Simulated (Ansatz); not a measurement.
# AlRh: the cost of one run

Method: DFT PBEsol, scalar-relativistic, plane waves, PAW, in Ansatz 0.2.0.

## (1) The structure to begin with

The structure is cubic, space group Pm-3m (No. 221). The conventional cell has a = 2.977 Å, b = 2.977 Å, c = 2.977 Å, α = 90.00°, β = 90.00°, γ = 90.00°. Al (site symmetry m-3m) has 8 Rh at 2.58 Å as nearest neighbours. Rh (site symmetry m-3m) is surrounded by 8 Al at 2.58 Å.

As a file:

```
CELL_PARAMETERS angstrom
0.00000 0.00000 -5.95464
0.00000 -5.95464 0.00000
-5.95464 0.00000 0.00000
ATOMIC_POSITIONS crystal
Al 0.50000 0.50000 0.50000
Al 0.00000 0.50000 0.50000
Al 0.50000 0.00000 0.50000
Al 0.00000 0.00000 0.50000
Al 0.50000 0.50000 0.00000
Al 0.00000 0.50000 0.00000
Al 0.50000 0.00000 0.00000
Al 0.00000 0.00000 0.00000
Rh 0.25000 0.25000 0.25000
Rh 0.75000 0.25000 0.25000
Rh 0.25000 0.75000 0.25000
Rh 0.75000 0.75000 0.25000
Rh 0.25000 0.25000 0.75000
Rh 0.75000 0.25000 0.75000
Rh 0.25000 0.75000 0.75000
Rh 0.75000 0.75000 0.75000
```

It goes back to an entry of the Materials Project, which need not be the stable form.

The cell is taken as given, not relaxed at this level.

## (2) The perfect supercell on the trajectory's mesh

input.yaml

```yaml
crystal:
  lattice:
    - [0.0, 0.0, -5.95464494]
    - [0.0, -5.95464494, 0.0]
    - [-5.95464494, 0.0, 0.0]
  atoms:
    - { symbol: Al, position: [0.5, 0.5, 0.5] }
    - { symbol: Al, position: [0.0, 0.5, 0.5] }
    - { symbol: Al, position: [0.5, 0.0, 0.5] }
    - { symbol: Al, position: [0.0, 0.0, 0.5] }
    - { symbol: Al, position: [0.5, 0.5, 0.0] }
    - { symbol: Al, position: [0.0, 0.5, 0.0] }
    - { symbol: Al, position: [0.5, 0.0, 0.0] }
    - { symbol: Al, position: [0.0, 0.0, 0.0] }
    - { symbol: Rh, position: [0.25, 0.25, 0.25] }
    - { symbol: Rh, position: [0.75, 0.25, 0.25] }
    - { symbol: Rh, position: [0.25, 0.75, 0.25] }
    - { symbol: Rh, position: [0.75, 0.75, 0.25] }
    - { symbol: Rh, position: [0.25, 0.25, 0.75] }
    - { symbol: Rh, position: [0.75, 0.25, 0.75] }
    - { symbol: Rh, position: [0.25, 0.75, 0.75] }
    - { symbol: Rh, position: [0.75, 0.75, 0.75] }
  symmetry: { detect: false }
basis:
  ecutwfc: 420
kpoints:
  mp_grid: { grid: [2, 2, 2], shift: [0.5, 0.5, 0.5] }
hamiltonian:
  xc: pbesol
scf:
  occupations: { method: gaussian, width: 0.1 }
output:
  forces: true
  stress: true
  eigenvalues: true
```

The run is started by

```
$ ansatz run input.yaml --threads 4 --pin off --max-ram 5120MiB --backend cpu --events-out ev --progress --plain --runs-dir out
```

Q: Estimate wall time and peak memory on 4 threads of an Arm CPU, shared host.

About 2.8 s, with a peak of 0.62 GiB.
